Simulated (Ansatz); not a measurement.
**C2H4CuNO: basis-set convergence**

How large a basis does C2H4CuNO need? Two functionals are run in growing sets.

The runs use Ansatz 0.2.0, Gaussian basis; one geometry, several basis sets.

Plan: PBE0-D4/def2-SVP; ωB97M-V/def2-SVP; PBE0-D4/def2-QZVPP; ωB97M-V/def2-QZVPP; the functionals' def2-TZVPP values are taken from earlier runs.

### Step 1. Structure used throughout

The geometry comes from an earlier relaxation with PBE0-D4 in a triple-zeta def2 set; it is a stationary point, not always the lowest conformer.

SMILES `CC#[N+][Cu-][OH]`, 9 atoms, charge 0, spin multiplicity 1.

Atoms are counted from 1 here; the program's logs count them from 0.

Bond lengths: C1–C2 1.443 Å, C1–H6 1.091 Å, C1–H7 1.091 Å, C1–H8 1.091 Å, C2–N3 1.147 Å, N3–Cu4 1.814 Å, Cu4–O5 1.780 Å, O5–H9 0.958 Å. Angles: C2–C1–H6 109.9°, C2–C1–H7 109.8°, C2–C1–H8 109.9°, H6–C1–H7 109.1°, H6–C1–H8 109.1°, H7–C1–H8 109.0°, C1–C2–N3 180.0°, C2–N3–Cu4 179.7°, N3–Cu4–O5 176.2°, Cu4–O5–H9 112.6°.

### Step 2. PBE0-D4 in def2-SVP

The input, in.yaml:

```yaml
crystal:
  periodic: [false, false, false]
  atoms:
    - {symbol: C, position_ang: [0.418493, -2.028919, 0.840774]}
    - {symbol: C, position_ang: [0.186634, -0.718238, 0.282874]}
    - {symbol: N, position_ang: [0.003075, 0.323404, -0.161134]}
    - {symbol: Cu, position_ang: [-0.280624, 1.969399, -0.867713]}
    - {symbol: O, position_ang: [-0.450847, 3.580771, -1.605538]}
    - {symbol: H, position_ang: [1.067063, -1.951860, 1.715162]}
    - {symbol: H, position_ang: [-0.530431, -2.477722, 1.139395]}
    - {symbol: H, position_ang: [0.896724, -2.669153, 0.097462]}
    - {symbol: H, position_ang: [-1.310097, 3.972327, -1.441281]}
basis:
  gaussian: {orbitals: def2-SVP}
hamiltonian: {xc: pbe0, dispersion: d4}
output: {orbitals: {seedname: orbitals}}
```

Command:

```console
$ ansatz run in.yaml --threads 4 --pin off --events-out ev --progress --plain --max-ram 10444MiB
```

After this run come: ωB97M-V in def2-SVP; PBE0-D4 in def2-QZVPP; ωB97M-V in def2-QZVPP.

Before running them: what should the planned runs give, taken together? Wanted: PBE0-D4: double and triple zeta above quadruple; ωB97M-V: double and triple zeta above quadruple.

As calculated:

| quantity | value |
| --- | --- |
| PBE0-D4: double and triple zeta above quadruple | 15.04, 1.50 eV |
| ωB97M-V: double and triple zeta above quadruple | 15.24, 1.46 eV |

**Reading.** PBE0-D4 gains 13.54 eV from double to triple zeta, then 1.50 eV more. Total energies overstate the basis error of differences, where much of it tends to cancel. The LUMO of ωB97M-V is positive and keeps falling with the basis (1.59 to 0.40 eV): an unbound level that the basis holds in place.
